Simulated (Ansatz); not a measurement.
# Rb3ScBr6 (Fm-3m): single point from an input typed as a dict

The task is a single point from an input typed as a dict, for Rb3ScBr6 (Fm-3m).

Program: Ansatz 0.2.0, driven from Python. Level of theory: DFT r2SCAN, plane waves, PAW. These are calculated values, not measurements.

## 1. The system

The structure is cubic, space group Fm-3m (No. 225). The conventional cell has a = 11.822 Å, b = 11.822 Å, c = 11.822 Å, α = 90.00°, β = 90.00°, γ = 90.00°. Around Rb (site symmetry -43m) lie 12 Br at 4.19 Å. Rb (site symmetry m-3m) is surrounded by 6 Br at 3.25 Å. Sc (site symmetry m-3m) is surrounded by 6 Br at 2.66 Å. Br (site symmetry 4mm) has 1 Sc at 2.66 Å and 1 Rb at 3.25 Å as nearest neighbours.

No structure file is read: the coordinates are typed or built in the script.

## 2. Script

File deck_rb3scbr6.py:

```python
# -*- coding: utf-8 -*-
"""Single point of Rb3ScBr6 through the engine session."""

import ansatz as az
import numpy as np

inputs = {
    "crystal": {
        "lattice": [
            [0.0, 5.910779, 5.910779],
            [5.910779, 0.0, 5.910779],
            [5.910779, 5.910779, 0.0],
        ],
        "atoms": [
            {"symbol": "Rb", "position": [0.75, 0.75, 0.75]},
            {"symbol": "Rb", "position": [0.25, 0.25, 0.25]},
            {"symbol": "Rb", "position": [0.5, 0.5, 0.5]},
            {"symbol": "Sc", "position": [0.0, 0.0, 0.0]},
            {"symbol": "Br", "position": [0.775065, 0.224935, 0.224935]},
            {"symbol": "Br", "position": [0.224935, 0.224935, 0.775065]},
            {"symbol": "Br", "position": [0.224935, 0.775065, 0.775065]},
            {"symbol": "Br", "position": [0.224935, 0.775065, 0.224935]},
            {"symbol": "Br", "position": [0.775065, 0.224935, 0.775065]},
            {"symbol": "Br", "position": [0.775065, 0.775065, 0.224935]},
        ],
    },
    "kpoints": {"mp_grid": {"kspacing": 0.4}},
    "hamiltonian": {"xc": "r2scan"},
    "scf": {"occupations": {"method": "fixed"}},
    "output": {"forces": True, "stress": True, "eigenvalues": True},
}

res = az.Session.from_dict(inputs).plan().execute()
rep = res.report

energy = rep["free_energy_ev"]
print("Rb3ScBr6: {:.6f} eV = {:.6f} Ry = {:.6f} Ha".format(energy, energy / 13.605693, energy / 27.211386))
print("Fermi level {:.4f} eV, {} k-points, {} symmetry operations".format(rep["fermi_energy_ev"], rep["n_kpoints"], rep["n_symmetry_ops"]))

# pressure is a third of the trace
stress = np.array(rep["stress_gpa"])
print(f"pressure {np.trace(stress) / 3:.3f} GPa")
print("stress tensor, GPa, positive in compression")
print(np.round(stress, 3) + 0.0)

print("band  energy (eV)  occupation, at k =", rep["kpoints_frac"][0])
for band, (e, occ) in enumerate(zip(rep["eigenvalues_ev"][0], rep["occupations"][0]), start=1):
    print(f"{band:4d} {e:12.4f} {occ:9.4f}")

terms = rep["components"]
print({name: round(terms[name], 3) for name in ("e_kinetic", "e_hartree", "e_xc", "e_local", "e_nonlocal")})
```

## 3. The input behind the calls

The package turns the script's settings into the engine's input:

```yaml
crystal:
  lattice:
    - [0.0, 5.910779, 5.910779]
    - [5.910779, 0.0, 5.910779]
    - [5.910779, 5.910779, 0.0]
  atoms:
    - { symbol: Rb, position: [0.75, 0.75, 0.75] }
    - { symbol: Rb, position: [0.25, 0.25, 0.25] }
    - { symbol: Rb, position: [0.5, 0.5, 0.5] }
    - { symbol: Sc, position: [0.0, 0.0, 0.0] }
    - { symbol: Br, position: [0.775065, 0.224935, 0.224935] }
    - { symbol: Br, position: [0.224935, 0.224935, 0.775065] }
    - { symbol: Br, position: [0.224935, 0.775065, 0.775065] }
    - { symbol: Br, position: [0.224935, 0.775065, 0.224935] }
    - { symbol: Br, position: [0.775065, 0.224935, 0.775065] }
    - { symbol: Br, position: [0.775065, 0.775065, 0.224935] }
kpoints:
  mp_grid:
    kspacing: 0.4
hamiltonian:
  xc: r2scan
scf:
  occupations:
    method: fixed
output:
  forces: true
  stress: true
  eigenvalues: true
```

## 4. The run

Launch:

```bash
$ python deck_rb3scbr6.py
```

Without the output at hand: what should come out? Wanted: free energy; gap on the mesh; pressure; largest force.

**Answer**, as computed:

| quantity | value |
| --- | --- |
| free energy | -28751.3413 eV (-2875.1341 eV/atom) |
| gap on the mesh | 3.71 eV |
| pressure | -0.59 GPa |
| largest force | 0.047 eV/Å |

On the mesh the gap is 3.71 eV; the true edges may lie between its points. Semilocal functionals usually give gaps below the measured ones. The pressure of -0.6 GPa means that the cell would shrink if relaxed at this level. The forces are small. Notes:
- No spin polarisation was allowed.
- The energy terms are those on the plane-wave grid, with the one-centre PAW part apart; the terms shown are only some of the summands, so they needn't add up to F.
- The computed bands are complete only to about 5.0 eV above the Fermi level.
- Under fixed occupations the level called the Fermi level is the highest filled one on the SCF mesh; off the mesh a filled band can lie a little above it.
- Only differences from the Fermi energy are physical; the zero of the scale is a convention.
- This cell is a computed structure, which may not be the phase found in nature.
- Levels are Kohn-Sham eigenvalues on this mesh, without spin-orbit coupling.
